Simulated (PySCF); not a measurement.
# C₃H₉Sb: NMR shieldings, part 2 of 2

PySCF 2.14.0. Atoms count from 0.

## 6. NMR shieldings: PBE0/pcJ-1 Sb:dyall-v2z, non-relativistic

Job settings and geometry (Å):

```
{"job": {"xc": "PBE0", "basis": {"default": "pcJ-1", "Sb": "dyall-v2z"}, "rel": "nr", "kind": "hnmr"}, "charge": 0, "multiplicity": 1}
Sb     0.012520     0.004660     1.225650
C      1.822590    -0.004210     0.032840
H      2.451830     0.833450     0.310340
H      1.566310     0.072930    -1.018260
H      2.370120    -0.924480     0.203070
C     -0.908800     1.575830     0.048930
H     -0.802450     1.353950    -1.007210
H     -0.436380     2.527090     0.265540
H     -1.961650     1.644600     0.295930
C     -0.910710    -1.571140     0.058040
H     -1.980370    -1.576940     0.233870
H     -0.502770    -2.532390     0.347940
H     -0.720240    -1.403360    -0.996680
```

Method: PBE0/pcJ-1 Sb:dyall-v2z GIAO NMR shielding, non-relativistic, Gaussian nuclei, gas phase.

The log of the run:

```text
non-relativistic SCF
coarse grid: 45816 points
cycle   1  E = -6434.9077593552  dE = -1.942e+02  |g| = 7.531e+00  |ddm| = 3.414e+00
cycle   2  E = -6434.9179416918  dE = -1.018e-02  |g| = 2.349e+00  |ddm| = 1.359e+00
cycle   3  E = -6435.0079732944  dE = -9.003e-02  |g| = 1.200e+00  |ddm| = 1.543e+00
cycle   4  E = -6435.1539361260  dE = -1.460e-01  |g| = 2.158e-01  |ddm| = 9.079e-01
cycle   5  E = -6435.1645331802  dE = -1.060e-02  |g| = 4.178e-02  |ddm| = 2.120e-01
cycle   6  E = -6435.1649202295  dE = -3.870e-04  |g| = 6.103e-03  |ddm| = 3.607e-02
cycle   7  E = -6435.1649250671  dE = -4.838e-06  |g| = 1.177e-03  |ddm| = 7.049e-03
final grid: 96016 points
cycle   8  E = -6435.1651678440  dE = -1.710e-07  |g| = 1.424e-03  |ddm| = 3.986e-03
cycle   9  E = -6435.1651678284  dE =  1.560e-08  |g| = 1.708e-03  |ddm| = 3.283e-03
cycle  10  E = -6435.1651682087  dE = -3.803e-07  |g| = 1.375e-04  |ddm| = 1.494e-03
cycle  11  E = -6435.1651682127  dE = -3.982e-09  |g| = 4.638e-05  |ddm| = 1.950e-04
converged SCF energy = -6435.1651682127
check of the scalar solution
cycle   1  E = -6435.1651682128  dE = -6.435e+03  |FDS-SDF| = 4.638e-05
cycle   2  E = -6435.1651682127  dE =  8.913e-11  |FDS-SDF| = 5.019e-05
converged, E = -6435.1651682127

Field gradients (au) and densities at the nuclei (bohr^-3)
atom        Vxx        Vyy        Vzz        centre      nuclear mean
  0 Sb     1.9699     1.9772    -3.9471      92652.627      92336.773
  1 C     -0.0200    -0.0344     0.0543        125.179        125.176
  2 H     -0.1588    -0.1614     0.3202          0.477          0.477
  3 H     -0.1573    -0.1611     0.3184          0.476          0.476
  4 H     -0.1584    -0.1609     0.3194          0.476          0.476
  5 C     -0.0200    -0.0343     0.0543        125.179        125.176
  6 H     -0.1575    -0.1614     0.3189          0.476          0.476
  7 H     -0.1587    -0.1613     0.3200          0.476          0.476
  8 H     -0.1591    -0.1615     0.3206          0.477          0.477
  9 C     -0.0198    -0.0337     0.0535        125.178        125.176
 10 H     -0.1587    -0.1611     0.3199          0.476          0.476
 11 H     -0.1589    -0.1615     0.3203          0.477          0.477
 12 H     -0.1571    -0.1610     0.3181          0.476          0.476

Core orbital energies (eV)
atom   shell        mean    spread
  0 Sb 1s       -29261.028   0.000
  0 Sb 2s        -4371.086   0.000
  0 Sb 3s         -863.539   0.000
  0 Sb 4s         -143.904   0.000
  0 Sb 5s          -16.309   0.000
  0 Sb 2p        -4092.994   0.023
  0 Sb 3p         -747.643   0.068
  0 Sb 4p         -104.108   0.173
  0 Sb 3d         -533.193   0.064
  0 Sb 4d          -37.265   0.230

Shielding tensors (ppm)
atom      isotropic    diamagn.    paramagn.     s11        s22        s33       span
  0 Sb     2703.12     5227.63    -2524.51    2687.37    2709.62    2712.38      25.00
  1 C       183.25      252.70      -69.45     175.95     178.82     194.99      19.04
  2 H        31.34       30.61        0.73      25.41      27.68      40.94      15.53
  3 H        31.64       31.50        0.14      26.06      29.35      39.51      13.46
  4 H        31.39       30.68        0.71      25.53      27.81      40.82      15.30
  5 C       183.45      252.68      -69.23     176.56     178.83     194.96      18.40
  6 H        31.63       31.51        0.13      26.08      29.31      39.51      13.43
  7 H        31.36       30.64        0.72      25.49      27.72      40.87      15.39
  8 H        31.42       30.68        0.73      25.50      27.77      40.97      15.47
  9 C       183.74      252.72      -68.98     177.91     178.39     194.92      17.01
 10 H        31.43       30.72        0.71      25.54      27.86      40.89      15.35
 11 H        31.37       30.63        0.73      25.42      27.69      40.99      15.56
 12 H        31.60       31.50        0.10      26.01      29.32      39.48      13.47
```

Run time: 39 s. Hardware: 1 thread of Intel Xeon 6975P-C, shared host; peak memory 1.3 GiB.

## 7. NMR shieldings: GIAO PBE0/pcJ-1 Sb:def2-TZVP, core potentials from Rb on, else non-relativistic

Settings changed since step 6:

```diff
@@ -1,2 +1,2 @@
-{"job": {"xc": "PBE0", "basis": {"default": "pcJ-1", "Sb": "dyall-v2z"}, "rel": "nr", "kind": "hnmr"}, "charge": 0, "multiplicity": 1}
+{"job": {"xc": "PBE0", "basis": {"default": "pcJ-1", "Sb": "def2-TZVP"}, "rel": "ecp", "pop": false, "kind": "hnmr"}, "charge": 0, "multiplicity": 1}
 Sb     0.012520     0.004660     1.225650
```

Level: GIAO PBE0/pcJ-1 Sb:def2-TZVP NMR shielding, scalar-relativistic core potentials on the heavy atoms, no spin-orbit coupling, gas phase.

The log of the run:

```text
coarse grid: 45816 points
cycle   1  E = -358.0203106283  dE = -3.672e+01  |g| = 3.000e+00  |ddm| = 1.548e+01
cycle   2  E = -356.2901283297  dE =  1.730e+00  |g| = 4.037e+00  |ddm| = 1.282e+01
cycle   3  E = -359.8051290514  dE = -3.515e+00  |g| = 4.158e-01  |ddm| = 1.123e+01
cycle   4  E = -359.8179036103  dE = -1.277e-02  |g| = 3.722e-01  |ddm| = 7.896e-01
cycle   5  E = -359.8480514505  dE = -3.015e-02  |g| = 6.077e-02  |ddm| = 3.503e-01
cycle   6  E = -359.8489954022  dE = -9.440e-04  |g| = 1.232e-02  |ddm| = 6.966e-02
cycle   7  E = -359.8490364224  dE = -4.102e-05  |g| = 2.552e-03  |ddm| = 1.973e-02
cycle   8  E = -359.8490385094  dE = -2.087e-06  |g| = 4.809e-04  |ddm| = 4.118e-03
final grid: 96016 points
cycle   9  E = -359.8491067744  dE = -1.043e-07  |g| = 4.443e-04  |ddm| = 1.633e-03
cycle  10  E = -359.8491067660  dE =  8.395e-09  |g| = 4.783e-04  |ddm| = 8.751e-04
cycle  11  E = -359.8491068154  dE = -4.938e-08  |g| = 8.280e-05  |ddm| = 4.513e-04
cycle  12  E = -359.8491068169  dE = -1.477e-09  |g| = 9.337e-06  |ddm| = 6.965e-05
cycle  13  E = -359.8491068169  dE = -1.444e-11  |g| = 3.702e-06  |ddm| = 1.246e-05
converged SCF energy = -359.8491068169

GIAO shielding tensors (ppm)
atom      isotropic    diamagn.    paramagn.     s11        s22        s33       span
  0 Sb         nan         nan         nan        nan        nan        nan        nan
  1 C      179.886     249.256     -69.371    170.864    175.386    193.407     22.543
  2 H       31.200      30.021       1.179     25.709     27.772     40.119     14.410
  3 H       31.466      30.991       0.474     26.279     29.428     38.690     12.411
  4 H       31.226      30.082       1.144     25.779     27.921     39.980     14.201
  5 C      180.085     249.241     -69.156    171.626    175.232    193.397     21.771
  6 H       31.458      30.996       0.463     26.293     29.397     38.685     12.391
  7 H       31.211      30.046       1.164     25.763     27.831     40.039     14.276
  8 H       31.267      30.088       1.179     25.784     27.870     40.145     14.361
  9 C      180.373     249.268     -68.895    172.870    174.888    193.360     20.490
 10 H       31.271      30.119       1.152     25.790     27.973     40.049     14.259
 11 H       31.228      30.039       1.189     25.729     27.785     40.171     14.443
 12 H       31.427      30.988       0.439     26.222     29.408     38.651     12.429
```

Run time: 16 s. Hardware: 1 thread of Intel Xeon 6975P-C, shared host; peak memory 1.3 GiB.

An atom whose core is replaced by a potential has no meaningful shielding, so its row holds no numbers.

## 8. Shieldings side by side

| run | Sb0 | C5 | C9 | C1 | H12 | H6 | H3 | time |
| --- | --- | --- | --- | --- | --- | --- | --- | --- |
| step 2, PBE0/pcJ-1 Sb:dyall-v2z, spin–orbit | 3524.4 | 189.9 | 190.2 | 189.7 | 31.0 | 31.0 | 31.0 | 2.1 min |
| step 3, PBE0/pcJ-1 Sb:dyall-v2z, spin–orbit (one-electron part alone) | 3521.9 | 190.1 | 190.4 | 189.9 | 30.9 | 31.0 | 31.0 | 2 min |
| step 4, PBE0/pcJ-1 Sb:dyall-v2z, spin-free | 2660.3 | 180.4 | 180.7 | 180.2 | 31.5 | 31.5 | 31.5 | 43 s |
| step 5, PBE0/pcJ-1 Sb:dyall-v2z, spin-free with spin-dependent field terms | 3586.4 | 181.7 | 182.0 | 181.5 | 31.5 | 31.5 | 31.5 | 90 s |
| step 6, PBE0/pcJ-1 Sb:dyall-v2z, non-relativistic | 2703.1 | 183.4 | 183.7 | 183.3 | 31.6 | 31.6 | 31.6 | 39 s |
| step 7, GIAO PBE0/pcJ-1 Sb:def2-TZVP, core potentials from Rb on, else non-relativistic | – | 180.1 | 180.4 | 179.9 | 31.4 | 31.5 | 31.5 | 16 s |

## 9. What came out

What follows sums up all 2 parts.

```
                                                                                               quantity                                         value
                          energy from spin-orbit coupling (step 2, PBE0/pcJ-1 Sb:dyall-v2z, spin–orbit)                                    -0.9544 Eh
                                               shieldings (step 2, PBE0/pcJ-1 Sb:dyall-v2z, spin–orbit)  Sb0 3524.4, C1 189.7, C5 189.9, C9 190.2 ppm
                                                                  surface potential, 1st and 99th percentile                            -0.64 V and 0.84 V
energy from spin-orbit coupling (step 3, PBE0/pcJ-1 Sb:dyall-v2z, spin–orbit (one-electron part alone))                                    -1.0409 Eh
                     shieldings (step 3, PBE0/pcJ-1 Sb:dyall-v2z, spin–orbit (one-electron part alone))  Sb0 3521.9, C1 189.9, C5 190.1, C9 190.4 ppm
                                                shieldings (step 4, PBE0/pcJ-1 Sb:dyall-v2z, spin-free)  Sb0 2660.3, C1 180.2, C5 180.4, C9 180.7 ppm
                shieldings (step 5, PBE0/pcJ-1 Sb:dyall-v2z, spin-free with spin-dependent field terms)  Sb0 3586.4, C1 181.5, C5 181.7, C9 182.0 ppm
                                         shieldings (step 6, PBE0/pcJ-1 Sb:dyall-v2z, non-relativistic)  Sb0 2703.1, C1 183.3, C5 183.4, C9 183.7 ppm
   shieldings (step 7, GIAO PBE0/pcJ-1 Sb:def2-TZVP, core potentials from Rb on, else non-relativistic)              C1 179.9, C5 180.1, C9 180.4 ppm
```

In words: In step 2, Sb0 has the widest tensor, 182 ppm. The steps not marked spin–orbit leave spin-orbit coupling out. Sb0 moves most between the runs, by 926 ppm; the labels say what changes from run to run.
